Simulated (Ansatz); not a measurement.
# C₂H₇GaO: small, medium and large basis sets

How large a basis does C₂H₇GaO need? Two functionals are run in growing sets.

Computed with Ansatz 0.2.0, Gaussian basis. Level: one geometry, several basis sets.

Levels to be run: PBE0-D4/def2-SVP; ωB97M-V/def2-SVP; PBE0-D4/def2-QZVPP; ωB97M-V/def2-QZVPP; the functionals' def2-TZVPP values are taken from earlier runs.

## 1. Structure used throughout

All runs share one geometry, relaxed beforehand with PBE0-D4 in a triple-zeta def2 set.

11 atoms, charge 0, spin multiplicity 1.

Atoms are counted from 1 here; the program's logs count them from 0.

Bond lengths: C1–C2 1.501 Å, C1–H5 1.093 Å, C1–H6 1.097 Å, C1–H7 1.095 Å, C2–O3 1.475 Å, C2–Ga4 1.972 Å, C2–H8 1.090 Å, O3–H9 0.963 Å, Ga4–H10 1.573 Å, Ga4–H11 1.565 Å. Angles: C2–C1–H5 109.9°, C2–C1–H6 111.7°, C2–C1–H7 111.8°, H5–C1–H6 107.7°, H5–C1–H7 107.1°, H6–C1–H7 108.4°, C1–C2–O3 112.0°, C1–C2–Ga4 123.6°, C1–C2–H8 111.4°, O3–C2–Ga4 83.4°, O3–C2–H8 105.1°, Ga4–C2–H8 116.1°, C2–O3–H9 107.9°, C2–Ga4–H10 114.5°, C2–Ga4–H11 121.2°, H10–Ga4–H11 123.0°.

## 2. PBE0-D4 in def2-SVP

Contents of in.yaml:

```yaml
crystal:
  periodic: [false, false, false]
  atoms:
    - {symbol: C, position_ang: [-0.861512, 1.068557, 0.329570]}
    - {symbol: C, position_ang: [-0.436224, -0.361265, 0.164392]}
    - {symbol: O, position_ang: [0.645056, -0.728771, 1.098423]}
    - {symbol: Ga, position_ang: [0.849435, -0.966600, -1.202929]}
    - {symbol: H, position_ang: [-1.688548, 1.292185, -0.348701]}
    - {symbol: H, position_ang: [-1.202606, 1.274384, 1.351721]}
    - {symbol: H, position_ang: [-0.050811, 1.764615, 0.089221]}
    - {symbol: H, position_ang: [-1.252370, -1.047160, 0.391387]}
    - {symbol: H, position_ang: [1.115650, 0.076239, 1.338388]}
    - {symbol: H, position_ang: [1.938784, 0.099801, -1.592506]}
    - {symbol: H, position_ang: [0.943136, -2.471977, -1.618975]}
basis:
  gaussian: {orbitals: def2-SVP}
hamiltonian: {xc: pbe0, dispersion: d4}
output: {orbitals: {seedname: orbitals}}
```

Started as:

```sh
$ ansatz run in.yaml --threads 2 --pin off --events-out ev --progress --plain --max-ram 32768MiB --backend cpu
```

The log of the run:

```text
Functional definition: PBE0
  name "PBE0"
  cite "Adamo & Barone, J. Chem. Phys. 110, 6158 (1999) doi:10.1063/1.478522"
  cite "Perdew, Burke & Ernzerhof, Phys. Rev. Lett. 77, 3865 (1996) doi:10.1103/PhysRevLett.77.3865"
  parent pbe
  parameter a = 0.25
  parameter kappa = 0.804
  parameter beta = 0.06672455060314922
  exchange = (1 - a)*pbe_x(kappa = kappa, mu = beta*pi^2/3) + a*exact_x
  correlation = pbe_c(beta = beta)
1254 factors; their error is unknown
mean field evaluation 1: about -56584.4949 eV, gradient 5.3e1 eV
mean field evaluation 2: about -56576.9429 eV, gradient 7.9e1 eV
mean field evaluation 4: about -56590.4698 eV, gradient 4.0e0 eV
mean field evaluation 8: about -56590.6708 eV, gradient 2.1e-1 eV
mean field evaluation 16: about -56590.6709 eV, gradient 1.5e-5 eV
mean field -56590.67088736 eV, -2079.6687965759 hartree, gradient 1.5e-5 eV, S^2 0.000000; 0 other end points of the search recorded, 0 dependent functions left out
reference -56590.67091731 eV, -2079.6687976766 hartree; 29, 29 occupied and 80, 80 virtual orbitals, 1254 factors
Total energy: -56590.84339200 eV, -2079.6751360045 hartree
```

Wall time 2 s (2 threads of AMD EPYC 7R13, shared host).

## 3. ωB97M-V in def2-SVP

Changes to in.yaml since step 2:

```diff
@@ -16,3 +16,3 @@
   gaussian: {orbitals: def2-SVP}
-hamiltonian: {xc: pbe0, dispersion: d4}
+hamiltonian: {xc: {name: wB97M-V}}
 output: {orbitals: {seedname: orbitals}}
```

Same command.

The log of the run (excerpt; [...] marks lines left out):

```text
Functional definition: wB97M-V
  name "wB97M-V"
  cite "Mardirossian & Head-Gordon, J. Chem. Phys. 144, 214110 (2016) doi:10.1063/1.4952647"
  cite "Becke, J. Chem. Phys. 107, 8554 (1997) doi:10.1063/1.475007"
  cite "Vydrov & Van Voorhis, J. Chem. Phys. 133, 244103 (2010) doi:10.1063/1.3521275"
  # Of w^i u^j: cxij and so on, Table III.
[...]
  gx(w, u) = 1 - cx + cx01*u + cx10*w
  gss(w, u) = css00 + css04*u^4 + css10*w + css20*w^2 + css43*w^4*u^3
  gos(w, u) = cos00 + cos10*w + (cos20 + cos21*u)*w^2 + (cos60 + cos61*u)*w^6
[...]
      + integral(e_c_pw_mod_opposite_spin*gos(b97_w_opposite, b97_u_opposite)) + vv10(b, c)
1247 factors; their error is unknown
303 factors; integrals over basis functions are off by at most 6.7e-6 eV
[...]
mean field -56597.39272863 eV, -2079.9158196864 hartree, gradient 8.0e-5 eV, S^2 0.000000; 0 other end points of the search recorded, 0 dependent functions left out
reference -56597.39277726 eV, -2079.9158214736 hartree; 29, 29 occupied and 80, 80 virtual orbitals, 1247 factors
Total energy: -56597.39277726 eV, -2079.9158214736 hartree
```

It took 6 s on 2 threads of AMD EPYC 7R13, shared host.

## 4. PBE0-D4 in def2-QZVPP

Changes to in.yaml since step 3:

```diff
@@ -15,4 +15,4 @@
 basis:
-  gaussian: {orbitals: def2-SVP}
-hamiltonian: {xc: {name: wB97M-V}}
+  gaussian: {orbitals: "def2-QZVPP.json"}
+hamiltonian: {xc: pbe0, dispersion: d4}
 output: {orbitals: {seedname: orbitals}}
```

Started as:

```sh
$ ansatz run in.yaml --threads 2 --pin off --events-out ev --progress --plain --max-ram 32768MiB --backend cuda --devices 0, --max-vram 18GiB
```

The log of the run:

```text
Functional definition: PBE0
  name "PBE0"
  cite "Adamo & Barone, J. Chem. Phys. 110, 6158 (1999) doi:10.1063/1.478522"
  cite "Perdew, Burke & Ernzerhof, Phys. Rev. Lett. 77, 3865 (1996) doi:10.1103/PhysRevLett.77.3865"
  parent pbe
  parameter a = 0.25
  parameter kappa = 0.804
  parameter beta = 0.06672455060314922
  exchange = (1 - a)*pbe_x(kappa = kappa, mu = beta*pi^2/3) + a*exact_x
  correlation = pbe_c(beta = beta)
1550 factors; their error is unknown
mean field evaluation 1: about -56594.5019 eV, gradient 6.7e1 eV
mean field evaluation 2: about -56579.0552 eV, gradient 1.1e2 eV
mean field evaluation 4: about -56603.4578 eV, gradient 7.0e0 eV
mean field evaluation 8: about -56603.5541 eV, gradient 2.1e-1 eV
mean field evaluation 16: about -56603.7024 eV, gradient 2.4e-4 eV
mean field -56603.70237048 eV, -2080.1476947476 hartree, gradient 2.5e-5 eV, S^2 0.000000; 0 other end points of the search recorded, 0 dependent functions left out
reference -56603.70241443 eV, -2080.1476963627 hartree; 29, 29 occupied and 441, 441 virtual orbitals, 1550 factors
Total energy: -56603.87488912 eV, -2080.1540346906 hartree
```

It took 7.5 s on 1 × H100 (card shared with other runs) with 2 threads of AMD EPYC 7R13, shared host; peak host memory 1.1 GiB.

## 5. ωB97M-V in def2-QZVPP

Changes to in.yaml since step 4:

```diff
@@ -16,3 +16,3 @@
   gaussian: {orbitals: "def2-QZVPP.json"}
-hamiltonian: {xc: pbe0, dispersion: d4}
+hamiltonian: {xc: {name: wB97M-V}}
 output: {orbitals: {seedname: orbitals}}
```

Same command.

The log of the run (excerpt; [...] marks lines left out):

```text
Functional definition: wB97M-V
  name "wB97M-V"
  cite "Mardirossian & Head-Gordon, J. Chem. Phys. 144, 214110 (2016) doi:10.1063/1.4952647"
  cite "Becke, J. Chem. Phys. 107, 8554 (1997) doi:10.1063/1.475007"
  cite "Vydrov & Van Voorhis, J. Chem. Phys. 133, 244103 (2010) doi:10.1063/1.3521275"
  # Of w^i u^j: cxij and so on, Table III.
[...]
  gx(w, u) = 1 - cx + cx01*u + cx10*w
  gss(w, u) = css00 + css04*u^4 + css10*w + css20*w^2 + css43*w^4*u^3
  gos(w, u) = cos00 + cos10*w + (cos20 + cos21*u)*w^2 + (cos60 + cos61*u)*w^6
[...]
      + integral(e_c_pw_mod_opposite_spin*gos(b97_w_opposite, b97_u_opposite)) + vv10(b, c)
1545 factors; their error is unknown
381 factors; integrals over basis functions are off by at most 7.6e-6 eV
[...]
mean field -56610.58028577 eV, -2080.4004534724 hartree, gradient 4.8e-5 eV, S^2 0.000000; 0 other end points of the search recorded, 0 dependent functions left out
reference -56610.58035595 eV, -2080.4004560515 hartree; 29, 29 occupied and 441, 441 virtual orbitals, 1545 factors
Total energy: -56610.58035595 eV, -2080.4004560515 hartree
```

It took 8 s on 1 × H100 (card shared with other runs) with 2 threads of AMD EPYC 7R13, shared host; peak host memory 1.1 GiB.

## 6. Density functionals: the series

The def2-TZVPP values come from earlier runs at the same geometry.

```
functional       basis  functions  energy (eV)  from the largest (eV)  HOMO (eV)  LUMO (eV)
   PBE0-D4    def2-SVP        109  -56590.8434                 13.031      -6.71      -0.70
   PBE0-D4  def2-TZVPP        239  -56602.4440                  1.431      -6.76      -0.80
   PBE0-D4  def2-QZVPP        470  -56603.8749                  0.000      -6.78      -0.91
   ωB97M-V    def2-SVP        109  -56597.3928                 13.188      -8.93       1.01
   ωB97M-V  def2-TZVPP        239  -56609.1873                  1.393      -9.00       0.85
   ωB97M-V  def2-QZVPP        470  -56610.5804                  0.000      -9.01       0.53
```

## 7. Results

| quantity | value |
| --- | --- |
| PBE0-D4: double and triple zeta above quadruple | 13.03, 1.43 eV |
| ωB97M-V: double and triple zeta above quadruple | 13.19, 1.39 eV |

In words: PBE0-D4 gains 11.60 eV from double to triple zeta, then 1.43 eV more. Total energies overstate the basis error of differences, where much of it tends to cancel.
